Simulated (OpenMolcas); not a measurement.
# GeClF (SMILES [F][Ge][Cl]) at 6 levels

Wanted: a comparison of 6 runs (HF/STO-3G, B2PLYP/def2-TZVP, M06-2X/def2-TZVP, TPSS/def2-TZVP, revPBE/def2-TZVP, CCSD(T)/def2-TZVP) of GeClF. 

Program for the calculation: OpenMolcas 26.06.

1 further run of the same task is left out (set aside as unsound or not needed).

### Step 1. Starting point

The species is GeClF (3 atoms), meant as a singlet with charge 0. As SMILES, `[F][Ge][Cl]`. The coordinates come from a PBE0-D4/def2-TZVP relaxation.

Bond lengths: F1–Ge2 1.748 Å, Ge2–Cl3 2.180 Å. Angles: F1–Ge2–Cl3 98.3°.

### Step 2. Energy and gradient at HF/STO-3G (run 1)

run.input

```
* ClFGe Hartree-Fock

&gateway
 baslib=$CurrDir
 coord
 3
 bohr
 F      0.20862576     2.68095445     0.38966153
 Ge    -1.44148309     0.06727425    -0.77535463
 Cl     1.21244828    -2.87068296     0.36093769
 basis=STO-3G
 group=NoSym

&seward

&scf
 thresholds=1e-10 1e-07 1e-07 1e-05
 prorbitals=1 1

&alaska
```

The basis set STO-3G is read from a file made from the Basis Set Exchange's data (not shown).

The run is started by

```console
$ export MOLCAS_MEM=1860
$ pymolcas run.input > run.log
```

Output:

```text
--- Start Module: gateway ---
[...]
--- Stop Module: gateway /rc=_RC_ALL_IS_WELL_ ---
[...]
      Basis functions           32
[...]
--- Start Module: scf ---
[...]
       Convergence after  13 Iterations
[...]
::    Total SCF energy                              -2604.4151716661
[...]
      Total spin, S                                     0.0000000000
[...]
      Total electronic charge=   58.000000
      Total            charge=   -0.000000
[...]
      Dipole Moment (debye):
      Origin of the operator (angstrom)=   -0.2491   -0.1840   -0.1543
                   X= -2.0143E+00               Y=  1.7118E+00               Z= -9.1592E-01           Total=  2.7976E+00
      Quadrupole Moment (debye*angstrom):
[...]
--- Stop Module: scf /rc=_RC_ALL_IS_WELL_ ---
--- Start Module: alaska ---
[...]
 *              Molecular gradients               *
 **************************************************
  Irreducible representation: a
 ------------------------------------------------------------------------------------------
                              X                       Y                       Z
 ------------------------------------------------------------------------------------------
  F1                2.51798698477224E-02    5.36943209284324E-02    1.92036948085139E-02
  GE2              -2.50073411342626E-02   -4.52983057118397E-02   -1.82431301052191E-02
  CL3              -1.72528713452635E-04   -8.39601521659361E-03   -9.60564703266442E-04
 ------------------------------------------------------------------------------------------
--- Stop Module: alaska /rc=_RC_ALL_IS_WELL_ ---
[...]
```

Wall time 3.6 s (1 thread of AMD EPYC 7R43 (Zen 3), shared host); peak memory 0.37 GiB.

### Step 3. A single-point energy at B2PLYP/def2-TZVP (run 2)

test.input

```
* ClFGe Kohn-Sham DFT
&GATEWAY
BasLib = $CurrDir
BasisSet
F.def2-TZVP....
F1 0.110400 1.418700 0.206200 angstrom
End of Basis
BasisSet
Ge.def2-TZVP....
Ge2 -0.762800 0.035600 -0.410300 angstrom
End of Basis
BasisSet
Cl.def2-TZVP....
Cl3 0.641600 -1.519100 0.191000 angstrom
End of Basis
&SEWARD
GridInput
Grid=UltraFine
End of Grid
&SCF
KSDFT = B2PLYP_SCF
Thresholds = 1e-10 1e-07 1e-07 1e-05
PrOrbitals = 1 2
&MBPT2
Frozen = 15
```

The basis set def2-TZVP is read from a file made from the Basis Set Exchange's data (not shown).

The run is started by

```console
$ export MOLCAS_MEM=1860
$ pymolcas test.input > test.log
```

Output:

```text
--- Start Module: gateway ---
[...]
--- Stop Module: gateway /rc=_RC_ALL_IS_WELL_ ---
[...]
      Basis functions          116
[...]
--- Start Module: scf ---
[...]
       Convergence after  14 Iterations
[...]
::    Total KS-DFT energy                           -2636.4269496570
[...]
      Total spin, S                                     0.0000000000
[...]
      Total electronic charge=   58.000000
      Total            charge=   -0.000000
[...]
      Dipole Moment (debye):
      Origin of the operator (angstrom)=   -0.2491   -0.1840   -0.1543
                   X= -2.1303E+00               Y= -2.2802E-01               Z= -1.1792E+00           Total=  2.4456E+00
      Quadrupole Moment (debye*angstrom):
[...]
--- Stop Module: scf /rc=_RC_ALL_IS_WELL_ ---
[...]
--- Start Module: mbpt2 ---
[...]
 ###    WARNING: MP2 implementation intended for RHF references only         ###
 ###############################################################################
MBPT2 WARNING: Reference function according to RunFile:KS-DFT
I'll assume you know what you're doing and continue
WARNING!
Default frozen orbitals as non valence orbitals is overwritten by user input.
Default values:  20
[...]
       Reference weight ( Cref**2 )         =        0.77777
::    Total MBPT2 energy                            -2637.2282835321
[...]
      Total MBPT2 calculations                           1.14      1.28
--- Stop Module: mbpt2 /rc=_RC_ALL_IS_WELL_ ---
[...]
```

Run time: 40 s. Hardware: 1 thread of AMD EPYC 7R43 (Zen 3), shared host; peak memory 0.71 GiB.

Runs 3 to 5 aren't shown in full; the table further down has their settings and results.

### Step 4. The energy at CCSD(T)/def2-TZVP (Cholesky decomposition) (run 6)

mol.input

```
&GATEWAY
  BASLIB=$CurrDir
  COORD
  3
  angstrom
  F        0.110400       1.418700       0.206200
  Ge      -0.762800       0.035600      -0.410300
  Cl       0.641600      -1.519100       0.191000
  BASIS=def2-TZVP
  GROUP=NoSym

&SEWARD
  HIGH

&SCF
  THRESHOLDS=1e-10 1e-07 1e-07 1e-05
  PRORBITALS=0

&CHCC
  FROZEN=15
  THRESHOLD=1e-08
  MAXITERATIONS=80

&CHT3
  FROZEN=15
```

The basis set def2-TZVP is read from a file made from the Basis Set Exchange's data (not shown).

The run is started by

```console
$ export MOLCAS_MEM=1860
$ pymolcas mol.input > mol.log
```

Output:

```text
--- Start Module: gateway ---
[...]
--- Stop Module: gateway /rc=_RC_ALL_IS_WELL_ ---
[...]
      Basis functions          116
[...]
       Convergence after  14 Iterations
[...]
::    Total SCF energy                              -2634.4480338790
[...]
      Total spin, S                                     0.0000000000
[...]
      Total electronic charge=   58.000000
      Total            charge=   -0.000000
[...]
      Dipole Moment (debye):
      Origin of the operator (angstrom)=   -0.2491   -0.1840   -0.1543
                   X= -2.1536E+00               Y= -2.3136E-01               Z= -1.1921E+00           Total=  2.4724E+00
      Quadrupole Moment (debye*angstrom):
[...]
--- Start Module: chcc ---
[...]
--- Stop Module: chcc /rc=_RC_ALL_IS_WELL_ ---
[...]
--- Start Module: cht3 ---
[...]
--- Stop Module: cht3 /rc=_RC_ALL_IS_WELL_ ---
[...]
```

Run time: 12 min. Hardware: 1 thread of AMD EPYC 7R43 (Zen 3), shared host; peak memory 0.24 GiB.

### Step 5. The series

```csv
run,level,task,frozen core orbitals,energy (Eh),dipole moment (D) of the reference,HOMO energy (eV),LUMO energy (eV),wall time
1,HF/STO-3G,gradient,–,-2604.415172,2.80,-7.78,3.87,3.6 s
2,B2PLYP/def2-TZVP,energy,15,-2636.643310,2.45,-9.42,-1.74,40 s
3,M06-2X/def2-TZVP,gradient,–,-2637.147927,2.31,-9.51,-1.98,59 s
4,TPSS/def2-TZVP,gradient,–,-2637.188165,2.10,-7.35,-3.54,64 s
5,revPBE/def2-TZVP,gradient,–,-2636.914992,2.07,-7.18,-3.49,57 s
6,CCSD(T)/def2-TZVP (Cholesky decomposition),energy,15,-2635.147699,2.47,-11.00,0.20,12 min
```

### Step 6. Outcome

| quantity | value |
| --- | --- |
| run 6: total energy | -2635.14770 Eh |
| run 6: dipole moment (mean-field density) | 2.47 D |
| run 6: HOMO energy (Hartree–Fock orbitals) | -11.00 eV |
| run 6: LUMO energy (Hartree–Fock orbitals) | 0.20 eV |
| run 6: HOMO–LUMO gap (Hartree–Fock orbitals) | 11.20 eV |
| run 6: correlation energy (15 core orbitals frozen) | -699.7 mEh |
| run 6: (T) correction | -25.99 mEh |

In words: Over runs 1, 2, 3, 4, 5 the dipole moment (its size) runs from 2.07 D (revPBE/def2-TZVP) to 2.80 D (HF/STO-3G). The two ends differ in method and basis. Over runs 1, 2, 3, 4, 5 the HOMO–LUMO gap runs from 3.69 eV (revPBE/def2-TZVP) to 11.64 eV (HF/STO-3G). For B2PLYP the log adds the whole second-order term; the table takes 0.27 of it, as the functional is defined. Totals of different functionals can't be ranked against each other. In run 1 the basis is minimal, so the values are rough. All runs together took 15 min, the longest 12 min.
